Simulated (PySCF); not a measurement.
**Pb²⁺: ionisation energy in aug-cc-pVTZ-DK3**

Aim: the ionisation energy of lead from differences of total energies, at each level of theory, and how far each lands from the tabulated value where there is one.

Program: PySCF 2.14.0. Level of theory: unrestricted determinants in a Gaussian basis, no spin-orbit coupling in the energies. These are calculated values, not measurements, unless marked.

## Step 1: The atom as given

| Property | Result |
| --- | --- |
| Element | lead (Z = 82) |
| Basis | aug-cc-pVTZ-DK3 |
| Hamiltonian | scalar relativity by spin-free X2C-1e |
| State 1 | Pb²⁺: [Xe] 4f14 5d10 6s2, closed-shell 1S |
| Needed too, but not shown | Pb⁺ [Xe] 4f14 5d10 6s2 6p1 (2P) |
| Methods | UHF, LDA, PBE, PBE0, r2SCAN, TPSS, BLYP, MP2 |
| Core shells frozen in the correlated runs | valence: [Xe] 4f14 5d10 (for Pb²⁺) |

The outer shells:

Pb2+ [Xe] 4f14 5d10 6s2
```
[Xe] core
4f [↑↓][↑↓][↑↓][↑↓][↑↓][↑↓][↑↓]
5d [↑↓][↑↓][↑↓][↑↓][↑↓]
6s [↑↓]
```

The runs were made by one driver on top of PySCF. The scripts below sum up each run's settings (the driver also hands on starting orbitals that pick excited configurations, and frozen orbitals as a list rather than a count), and the logs come from the driver's own runs. The driver starts from symmetry-adapted Hartree-Fock orbitals, holds the occupation by maximum overlap and uses a logarithmic radial grid for functionals, so a plain start would take other cycles.

The integrals over 84 functions and the set-up took 32 s of CPU time.

## Step 2: Pb²⁺: the ladder of methods

UHF:

input.py

```python
from pyscf import gto, scf, dft, mp, cc
import basis_set_exchange as bse
mol = gto.M(atom="Pb 0 0 0", charge=2, spin=0, symmetry="D2h",
            basis=gto.basis.parse(bse.get_basis("aug-cc-pVTZ-DK3", elements=["Pb"], fmt="nwchem")),
            nucmod="G")
mf = scf.UHF(mol).sfx2c1e()
mf.irrep_nelec = {'Ag': (12, 12), 'B1g': (3, 3), 'B2g': (3, 3), 'B3g': (3, 3), 'Au': (1, 1), 'B1u': (6, 6), 'B2u': (6, 6), 'B3u': (6, 6)}
mf.kernel()
```

LDA:

input.py differs from the last one in:

```diff
@@ -5,3 +5,3 @@
             nucmod="G")
-mf = scf.UHF(mol).sfx2c1e()
+mf = dft.UKS(mol, xc="LDA,VWN").sfx2c1e()
 mf.irrep_nelec = {'Ag': (12, 12), 'B1g': (3, 3), 'B2g': (3, 3), 'B3g': (3, 3), 'Au': (1, 1), 'B1u': (6, 6), 'B2u': (6, 6), 'B3u': (6, 6)}
```

PBE:

input.py differs from the last one in:

```diff
@@ -5,3 +5,3 @@
             nucmod="G")
-mf = dft.UKS(mol, xc="LDA,VWN").sfx2c1e()
+mf = dft.UKS(mol, xc="PBE").sfx2c1e()
 mf.irrep_nelec = {'Ag': (12, 12), 'B1g': (3, 3), 'B2g': (3, 3), 'B3g': (3, 3), 'Au': (1, 1), 'B1u': (6, 6), 'B2u': (6, 6), 'B3u': (6, 6)}
```

PBE0:

input.py differs from the last one in:

```diff
@@ -5,3 +5,3 @@
             nucmod="G")
-mf = dft.UKS(mol, xc="PBE").sfx2c1e()
+mf = dft.UKS(mol, xc="PBE0").sfx2c1e()
 mf.irrep_nelec = {'Ag': (12, 12), 'B1g': (3, 3), 'B2g': (3, 3), 'B3g': (3, 3), 'Au': (1, 1), 'B1u': (6, 6), 'B2u': (6, 6), 'B3u': (6, 6)}
```

r2SCAN:

input.py differs from the last one in:

```diff
@@ -5,3 +5,3 @@
             nucmod="G")
-mf = dft.UKS(mol, xc="PBE0").sfx2c1e()
+mf = dft.UKS(mol, xc="R2SCAN").sfx2c1e()
 mf.irrep_nelec = {'Ag': (12, 12), 'B1g': (3, 3), 'B2g': (3, 3), 'B3g': (3, 3), 'Au': (1, 1), 'B1u': (6, 6), 'B2u': (6, 6), 'B3u': (6, 6)}
```

TPSS:

input.py differs from the last one in:

```diff
@@ -5,3 +5,3 @@
             nucmod="G")
-mf = dft.UKS(mol, xc="R2SCAN").sfx2c1e()
+mf = dft.UKS(mol, xc="TPSS").sfx2c1e()
 mf.irrep_nelec = {'Ag': (12, 12), 'B1g': (3, 3), 'B2g': (3, 3), 'B3g': (3, 3), 'Au': (1, 1), 'B1u': (6, 6), 'B2u': (6, 6), 'B3u': (6, 6)}
```

BLYP:

input.py differs from the last one in:

```diff
@@ -5,3 +5,3 @@
             nucmod="G")
-mf = dft.UKS(mol, xc="TPSS").sfx2c1e()
+mf = dft.UKS(mol, xc="BLYP").sfx2c1e()
 mf.irrep_nelec = {'Ag': (12, 12), 'B1g': (3, 3), 'B2g': (3, 3), 'B3g': (3, 3), 'Au': (1, 1), 'B1u': (6, 6), 'B2u': (6, 6), 'B3u': (6, 6)}
```

MP2 (valence):

input.py differs from the last one in:

```diff
@@ -5,4 +5,5 @@
             nucmod="G")
-mf = dft.UKS(mol, xc="BLYP").sfx2c1e()
+mf = scf.UHF(mol).sfx2c1e()
 mf.irrep_nelec = {'Ag': (12, 12), 'B1g': (3, 3), 'B2g': (3, 3), 'B3g': (3, 3), 'Au': (1, 1), 'B1u': (6, 6), 'B2u': (6, 6), 'B3u': (6, 6)}
 mf.kernel()
+mp.UMP2(mf, frozen=39).kernel()
```

Q: Predict the outcome of this session.

The runs gave:

| quantity | value |
| --- | --- |
| ionisation energy, Pb⁺ | UHF 13.224, MP2 (valence) 13.410 eV; reference 13.869 |

Accuracy by level (over 1 difference):

```
           method  mean absolute miss against the measured value (with the measured fine structure taken into account where it is known) (eV)
              UHF                                                                                                                       0.645
              LDA                                                                                                                       0.071
              PBE                                                                                                                       0.145
             PBE0                                                                                                                       0.115
           r2SCAN                                                                                                                       0.049
             TPSS                                                                                                                       0.237
             BLYP                                                                                                                       0.198
    MP2 (valence)                                                                                                                       0.459
SCS-MP2 (valence)                                                                                                                       0.472
```

What this shows: Against experiment r2SCAN comes closest (off by 0.05 eV) and UHF is farthest (0.64 eV). Hartree-Fock falls short because the species with more electrons holds more correlation energy, which it lacks. PBE is off by -0.15 eV. All values hold for this basis alone; no basis-set limit was taken.
